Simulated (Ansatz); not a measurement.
Working through a breakdown of dispersion, smearing and cutoff terms of CS2, space group Cmce

Program: Ansatz 0.2.0 through its Python package.

At the Python prompt:
```pycon
>>> import ansatz
>>> SETTINGS = {
...     'kgrid': (4, 4, 2),
...     'filling': 'cold',
...     'smearing_width': 0.05,
... }
>>> lattice = ansatz.Lattice.of(
...     [3.645788, -2.994314, 0.0],
...     [3.645788, 2.994314, 0.0],
...     [0.0, 0.0, 9.851257],
... )
>>> sites = [
...     ('C', [0.0, 0.0, 0.0]),
...     ('C', [0.5, 0.5, 0.5]),
...     ('S', [0.818479, 0.181521, 0.113133]),
...     ('S', [0.681521, 0.318479, 0.613133]),
...     ('S', [0.318479, 0.681521, 0.386867]),
...     ('S', [0.181521, 0.818479, 0.886867]),
... ]
>>> system = ansatz.Crystal(lattice=lattice)
>>> for symbol, position in sites:
...     system = system.atom(symbol, position)
...
>>> model = (
...     system.calculation()
...     .kpoints(*SETTINGS['kgrid'])
...     .occupations(SETTINGS['filling'], width=SETTINGS['smearing_width'])
... )
>>> with_term = model.functional('rpbe', dispersion='d3bj').basis(380).cutoff_correction(630).run(threads=1).report
DeckWarning: basis.ecutwfc = 380 eV is below the records' recommended 420 eV, and the density's cutoff is lower with it unless basis.ecutrho_ratio is high enough to keep the records' density cutoff: compare with a run at a higher cutoff
>>> without = model.functional('rpbe').basis(380).run(threads=1).report
>>> finer = model.functional('rpbe').basis(630).run(threads=1).report
>>> removed = ansatz.free_energy_without(with_term, ansatz.EnergyTerm.DISPERSION)
>>> print(f'dispersion term            {with_term["components"]["e_disp"]:.5f} eV')
dispersion term            -1.69114 eV
>>> print(f'F less dispersion          {removed:.5f} eV, run without it {without["free_energy_ev"]:.5f} eV')
F less dispersion          -4125.69409 eV, run without it -4125.69409 eV
>>> print(f'F less smearing term       {ansatz.free_energy_without(without, ansatz.EnergyTerm.SMEARING):.5f} eV')
F less smearing term       -4125.69409 eV
>>> print(f'estimated gain to 630 eV   {with_term["cutoff_correction"]["energy_ev"]:.5f} eV, found {finer["free_energy_ev"] - without["free_energy_ev"]:.5f} eV')
estimated gain to 630 eV   -0.02481 eV, found -0.02481 eV
```

What to keep in mind:
- Absolute energies stand on the zero of these potentials, so only differences at equal settings mean something. A total without «per atom» is that of the whole cell that was run.
- The cutoff lies under the one recommended for these potentials in some of the runs.
- The structure comes from a database of computed cells and needn't be a stable or known phase.
- Warnings are shown shortened and without file and line.
- The whole script took 12 s on 1 thread of Arm Neoverse V2, with other jobs on the host, peak memory 0.52 GiB.
